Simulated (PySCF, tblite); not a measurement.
# CH₁₂N₂Si₄: geometry, infrared bands and NMR shifts

Wanted: the infrared bands and NMR shifts of CH₁₂N₂Si₄ (`[SiH3]N[Si@@H]1[SiH2]CN1[SiH3]`), by calculation.

The runs use tblite 0.8.0 and PySCF 2.14.0, with density-fitted response routines of our own; the level of theory stands in each step. All values are computed, except where a source is named. Atoms are numbered from 0 throughout.

### Step 1. Starting geometry

19 atoms, charge 0, multiplicity 1; geometry from: force field or distance geometry start.

Bonds of the start (Å): Si0–N1 1.78, N1–Si2 1.74, Si2–Si3 2.21, Si3–C4 1.89, C4–N5 1.44, N5–Si6 1.76, N5–Si2 1.75, Si0–H7 1.46, Si0–H8 1.48, Si0–H9 1.47, N1–H10 1.03, Si2–H11 1.47, Si3–H12 1.45, Si3–H13 1.47, C4–H14 1.09, C4–H15 1.11, Si6–H16 1.48, Si6–H17 1.49, Si6–H18 1.45.

### Step 2. Geometry optimisation with GFN2-xTB

Job settings and geometry (Å):

```
{"job": {"kind": "relax", "xc": "GFN2-xTB", "basis": "xTB"}, "charge": 0, "multiplicity": 1}
Si     2.627200    -0.578400     0.060200
N      1.632700    -0.289100    -1.384000
Si     0.014700     0.287800    -1.094100
Si    -0.063600     2.098400     0.176300
C     -1.521300     1.042700     0.743000
N     -0.840500    -0.174100     0.364500
Si    -1.835200    -1.629500     0.318100
H      2.015000    -0.154800     1.321800
H      3.040700    -1.994100     0.178600
H      3.873400     0.183600    -0.110400
H      1.759200    -0.970900    -2.146500
H     -0.770100     0.406200    -2.329700
H     -0.440100     3.346500    -0.451400
H      0.976400     2.204600     1.204600
H     -1.603800     1.143200     1.826600
H     -2.458100     1.263900     0.194500
H     -3.260500    -1.260600     0.485300
H     -1.515800    -2.467200     1.502900
H     -1.640300    -2.448900    -0.867700
```

Command:

```sh
> OMP_NUM_THREADS=1 python probes_run.py task.json out
```

One launch serves the whole session: the jobs run in the order shown.

**Question.** This job is followed by: GFN2-xTB harmonic vibrations, gas phase; GIAO PBE0/pcSseg-1 NMR shielding, non-relativistic, gas phase. Predict these results of the whole session: strongest single infrared mode (GFN2-xTB); zero-point energy (GFN2-xTB); 13C shifts against TMS (PBE0/pcSseg-1); 1H shifts against TMS (PBE0/pcSseg-1, means over atoms taken as alike); 29Si shifts against TMS (PBE0/pcSseg-1); 15N shifts against NH3 (PBE0/pcSseg-1).

**Answer**, as computed:

| quantity | value |
| --- | --- |
| strongest single infrared mode (GFN2-xTB) | 2178 cm⁻¹, 899 km/mol |
| zero-point energy (GFN2-xTB) | 75.4 kcal/mol |
| 13C shifts against TMS (PBE0/pcSseg-1) | 34.0 ppm |
| 1H shifts against TMS (PBE0/pcSseg-1, means over atoms taken as alike) | 5.79, 4.80, 4.69, 4.64, 4.64, 3.06, 2.93, 0.29 ppm |
| 29Si shifts against TMS (PBE0/pcSseg-1) | -5.3, -48.1, -57.7, -61.3 ppm |
| 15N shifts against NH3 (PBE0/pcSseg-1) | 52.0, 32.7 ppm |

**Reading.** Over 142 steps the energy fell by 1.084 eV; of the close pairs, Si2–Si3 changed most, 2.213 to 2.311 Å. The lowest mode is imaginary (56i cm⁻¹), so the xTB geometry is not a minimum. GFN2-xTB is a fitted tight-binding method: band positions and strengths are rough. Its intensities can rank the bands wrongly. At PBE0/pcSseg-1: Shielding is most anisotropic at Si3 (span 149 ppm, paramagnetic term -484 ppm).
